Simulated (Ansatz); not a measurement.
GdAlO3 and its elements, a formation energy from the elements

Computed with Ansatz 0.2.0, Python API.

The cells in order, each with its output:

In [1]:
```python
from collections import Counter
import warnings

import ansatz
import numpy as np
```

In [2]:
```python
PHASES = {
    "GdAlO3": (
        [(3.73533, 0.0, 0.0), (0.0, 3.73533, 0.0), (0.0, 0.0, 3.73533)],
        [
            ("Gd", (0.0, 0.0, 0.0)),
            ("Al", (0.5, 0.5, 0.5)),
            ("O", (0.0, 0.5, 0.5)),
            ("O", (0.5, 0.0, 0.5)),
            ("O", (0.5, 0.5, 0.0)),
        ],
    ),
    "Gd": (
        [(3.636, 0.0, 0.0), (-1.818, 3.14887, 0.0), (0.0, 0.0, 5.7826)],
        [
            ("Gd", (1 / 3, 2 / 3, 0.25)),
            ("Gd", (2 / 3, 1 / 3, 0.75)),
        ],
    ),
    "Al": (
        [(0.0, 2.02481, 2.02481), (2.02481, 0.0, 2.02481), (2.02481, 2.02481, 0.0)],
        [
            ("Al", (0.0, 0.0, 0.0)),
        ],
    ),
    "O2": (
        [(9.0, 0.0, 0.0), (0.0, 9.5, 0.0), (0.0, 0.0, 10.0)],
        [
            ("O", (0.5, 0.5, 0.4385)),
            ("O", (0.5, 0.5, 0.5615)),
        ],
    ),
}
MOMENTS = {"Gd": 7.0}  # parallel starting moments in muB


def build(vectors, sites):
    crystal = ansatz.Crystal(lattice=ansatz.Lattice.of(vectors))
    for symbol, position in sites:
        crystal = crystal.atom(symbol, position)
    return crystal

POLARISED = {"GdAlO3", "Gd", "O2"}
```

In [3]:
```python
GASES = {"O2"}


def compute(name, crystal):
    calc = (
        crystal.calculation()
        .functional("PBEsol")
        .basis(550)
        .kpoints(spacing=0.33)
        .occupations("fermi_dirac", width=0.02)
        .stress()
    )
    if name in POLARISED:
        calc = calc.spin("collinear")
    if name in GASES:
        return calc.kpoints(1, 1, 1).relax(force_tolerance=0.01).run(threads=1, pin="off")
    calc = calc.relax(force_tolerance=0.01, cell=True)
    return calc.run(threads=1, pin="off")
```

In [4]:
```python
def counts(outcome):
    return Counter(site.symbol for site in outcome.lattice.sites)
```

In [5]:
```python
def formation_energy(outcome, mu):
    n = counts(outcome)
    return (outcome.report["energy_sigma0_ev"] - sum(k * mu[element] for element, k in n.items())) / sum(n.values())


def volume_per_atom(outcome):
    return abs(np.linalg.det(outcome.lattice.cell_ang)) / len(outcome.lattice.sites)
```

In [6]:
```python
warnings.simplefilter("ignore", ansatz.DeckWarning)
```

In [7]:
```python
phases = {name: build(*cell) for name, cell in PHASES.items()}
for name in ["GdAlO3", "Gd"]:
    phases[name] = phases[name].moments({e: m for e, m in MOMENTS.items() if e in phases[name].species()})
phases["O2"] = phases["O2"].moments(O=1.0)
```

In [8]:
```python
done = {}
for name, crystal in phases.items():
    done[name] = compute(name, crystal)
    print(f"{name}: {done[name].report['energy_sigma0_ev']:.4f} eV, {len(done[name].lattice.sites)} atoms")
```
```text
GdAlO3: -11443.8953 eV, 5 atoms
Gd: -18455.9350 eV, 2 atoms
Al: -524.5168 eV, 1 atoms
O2: -1116.5825 eV, 2 atoms
```

In [9]:
```python
# energy of one atom in its reference phase
references = {"Gd": "Gd", "Al": "Al", "O": "O2"}
mu = {element: done[name].report["energy_sigma0_ev"] / len(done[name].lattice.sites) for element, name in references.items()}

target = done["GdAlO3"]
heat = formation_energy(target, mu)
n = counts(target)
print("cell content:", dict(n), " volume", round(volume_per_atom(target), 3), "A^3/atom")
print("formation energy", round(heat, 4), "eV/atom,", round(heat * sum(n.values()), 4), "eV per cell")
print("bound against the elements" if heat < 0 else "unbound against the elements")
# gas references are bare DFT energies, without zero-point or fitted corrections
```
```text
cell content: {<Element.GD: 'Gd'>: 1, <Element.AL: 'Al'>: 1, <Element.O: 'O'>: 3}  volume 10.104 A^3/atom
formation energy -3.3074 eV/atom, -16.5372 eV per cell
bound against the elements
```

Caveats:
- Absolute energies stand on the zero of these potentials, so only differences at equal settings mean something.
- Open f shells: without a Hubbard U, without spin-orbit coupling; the state reached hangs on the start and needn't be the lowest.
- Without U the f states sit at the Fermi level and can close a real gap.
- For the metals among these phases the mesh is modest: differences between phases can be off by up to 40 meV an atom.
- The program warned that this SCF threshold is loose for forces or stresses.
- The cells come from databases of deposited and of computed structures, and not all need be stable phases.
- The compound is the structure given, not necessarily its lowest; energies are at zero temperature, with no correction for gases. Magnetic phases start from parallel moments and may not end in their lowest magnetic state. A semilocal functional's error on such energies is often 0.05 to 0.1 eV an atom, and 0.1 to 0.3 eV against gases such as O2 or F2.
- The script silences the warnings on its input, which a real study should read.
- It ran for 90 s on 1 thread of Arm Neoverse V2, on a shared host, peak memory 0.95 GiB.

(Lines on the test bed's own set-up are left out of the output.)
